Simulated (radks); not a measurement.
**Excited configurations of Cs²⁺**

Aim: excitation energies and quantum defects of the outer electron of Cs²⁺, by total-energy differences.

Program: radks (a radial shooting solver on a logarithmic mesh, Libxc functionals) version 1. Level of theory: scalar-relativistic Kohn-Sham, PBE, spin-polarised, spherical densities, point nucleus; open shells are filled with parallel spins first. These are calculated values, not measurements, unless marked.

## 1. What is computed

```
element       : caesium (Z = 55)
charge        : +2
electrons     : 53
configuration : [Kr] 4d10 5s2 5p5
```

The outer shells:

Cs²⁺
```
[Kr] core
4d [↑↓][↑↓][↑↓][↑↓][↑↓]
5s [↑↓]
5p [↑↓][↑↓][↑ ]
```

## 2. Ground configuration: [Kr] 4d10 5s2 5p5

Settings of this run:

```text
Z 55
configuration [Kr] 4d10 5s2 5p5
relativity scalar-relativistic
functional pbe,pbe
spin polarised
nucleus point
c 137.035999084
```

## 3. The ion: [Kr] 4d10 5s2 5p4

Settings of this run:

```text
Z 55
configuration [Kr] 4d10 5s2 5p4
relativity scalar-relativistic
functional pbe,pbe
spin polarised
nucleus point
c 137.035999084
```

## 4. Outer electron in 5f: [Kr] 4d10 5s2 5p4 5f1

Settings of this run:

```text
Z 55
configuration [Kr] 4d10 5s2 5p4 5f1
relativity scalar-relativistic
functional pbe,pbe
spin polarised
nucleus point
c 137.035999084
```

## 5. Outer electron in 6s: [Kr] 4d10 5s2 5p4 6s1

Settings of this run:

```text
Z 55
configuration [Kr] 4d10 5s2 5p4 6s1
relativity scalar-relativistic
functional pbe,pbe
spin polarised
nucleus point
c 137.035999084
```

## 6. Outer electron in 6p: [Kr] 4d10 5s2 5p4 6p1

Settings of this run:

```text
Z 55
configuration [Kr] 4d10 5s2 5p4 6p1
relativity scalar-relativistic
functional pbe,pbe
spin polarised
nucleus point
c 137.035999084
```

## 7. Outer electron in 6d: [Kr] 4d10 5s2 5p4 6d1

Settings of this run:

```text
Z 55
configuration [Kr] 4d10 5s2 5p4 6d1
relativity scalar-relativistic
functional pbe,pbe
spin polarised
nucleus point
c 137.035999084
```

## 8. Outer electron in 6f: [Kr] 4d10 5s2 5p4 6f1

Settings of this run:

```text
Z 55
configuration [Kr] 4d10 5s2 5p4 6f1
relativity scalar-relativistic
functional pbe,pbe
spin polarised
nucleus point
c 137.035999084
```

## 9. Outer electron in 7p: [Kr] 4d10 5s2 5p4 7p1

Settings of this run:

```text
Z 55
configuration [Kr] 4d10 5s2 5p4 7p1
relativity scalar-relativistic
functional pbe,pbe
spin polarised
nucleus point
c 137.035999084
```

## 10. Outer electron in 7d: [Kr] 4d10 5s2 5p4 7d1

Settings of this run:

```text
Z 55
configuration [Kr] 4d10 5s2 5p4 7d1
relativity scalar-relativistic
functional pbe,pbe
spin polarised
nucleus point
c 137.035999084
```

## 11. Outer electron in 7f: [Kr] 4d10 5s2 5p4 7f1

Settings of this run:

```text
Z 55
configuration [Kr] 4d10 5s2 5p4 7f1
relativity scalar-relativistic
functional pbe,pbe
spin polarised
nucleus point
c 137.035999084
```

**Question.** What will these runs give? Wanted: for each run, outer orbital; excitation; binding; n*; quantum defect; <r>.

The runs gave:

| outer orbital | excitation (eV) | binding (eV) | n* | quantum defect | <r> (bohr) |
| --- | --- | --- | --- | --- | --- |
| 5f | 25.735 | 7.656 | 3.999 | 1.001 | 6.158 |
| 6s | 16.656 | 16.735 | 2.705 | 3.295 | 3.870 |
| 6p | 20.109 | 13.282 | 3.036 | 2.964 | 4.574 |
| 6d | 24.346 | 9.044 | 3.680 | 2.320 | 6.184 |
| 6f | 28.222 | 5.169 | 4.867 | 1.133 | 10.30 |
| 7p | 25.680 | 7.711 | 3.985 | 3.015 | 8.048 |
| 7d | 27.682 | 5.708 | 4.632 | 2.368 | 10.30 |
| 7f | 29.709 | 3.682 | 5.767 | 1.233 | 15.40 |

Binding is E(ion) − E, and n* = 3/√(2·binding) in atomic units. The Δ-SCF energy to the ion that was run is 33.391 eV (NIST's first ionisation energy, to the ion's ground state: 33.195 eV, semi-empirical). Mean quantum defects: f 1.12, s 3.29, p 2.99, d 2.34. They fall with l, since high-l orbitals stay out of the core. Self-interaction in the functional shifts them, so they are the method's values and not measured ones. Open shells are spherical and high-spin; term and fine-structure splittings are not resolved. Spin-orbit splitting is averaged out at the scalar-relativistic level.
